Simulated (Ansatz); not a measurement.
# ClF2H3W: the cost of one run

Method: RKS B3LYP-D4/def2-SVP, in Ansatz 0.2.0.

## 1. The starting structure

Bond lengths: W1–H2 1.720 Å, W1–F3 1.850 Å, W1–F4 1.850 Å, W1–H5 1.720 Å, W1–H6 1.720 Å, W1–Cl7 2.390 Å. Angles (14 of 15 angles, heavy atoms first): F3–W1–F4 90.0°, F3–W1–Cl7 90.0°, F4–W1–Cl7 90.0°, H2–W1–F3 90.0°, H2–W1–F4 90.0°, H2–W1–Cl7 180.0°, F3–W1–H5 180.0°, F3–W1–H6 90.0°, F4–W1–H5 90.0°, F4–W1–H6 180.0°, H5–W1–Cl7 90.0°, H6–W1–Cl7 90.0°, H2–W1–H5 90.0°, H2–W1–H6 90.0°.

Structure file:

```xyz
7

W     0.0000    0.0000    0.0000
H     0.0000    0.0000    1.7200
F     1.8500    0.0000    0.0000
F     0.0000    1.8500    0.0000
H    -1.7200    0.0000    0.0000
H     0.0000   -1.7200    0.0000
Cl    0.0000    0.0000   -2.3900
```

## 2. Relaxing the start

The input, input.yaml:

```yaml
crystal:
  periodic: [false, false, false]
  atoms:
    - { symbol: W, position_ang: [0.0, 0.0, 0.0] }
    - { symbol: H, position_ang: [0.0, 0.0, 1.72] }
    - { symbol: F, position_ang: [1.85, 0.0, 0.0] }
    - { symbol: F, position_ang: [0.0, 1.85, 0.0] }
    - { symbol: H, position_ang: [-1.72, 0.0, 0.0] }
    - { symbol: H, position_ang: [0.0, -1.72, 0.0] }
    - { symbol: Cl, position_ang: [0.0, 0.0, -2.39] }
basis:
  gaussian: { orbitals: def2-SVP }
hamiltonian:
  xc: b3lyp
  dispersion: d4
relax:
  f_tol: 0.02
  max_steps: 40
output:
  orbitals: {}
```

Launch:

```sh
ansatz run input.yaml --threads 1 --pin off --max-ram 2048MiB --backend cpu --events-out ev --progress --plain --runs-dir out
```

**Question.** How long does this run take on 1 thread of Arm Neoverse V2, shared host, and how much memory does it need?

About 50 s, with a peak of 0.2 GiB.
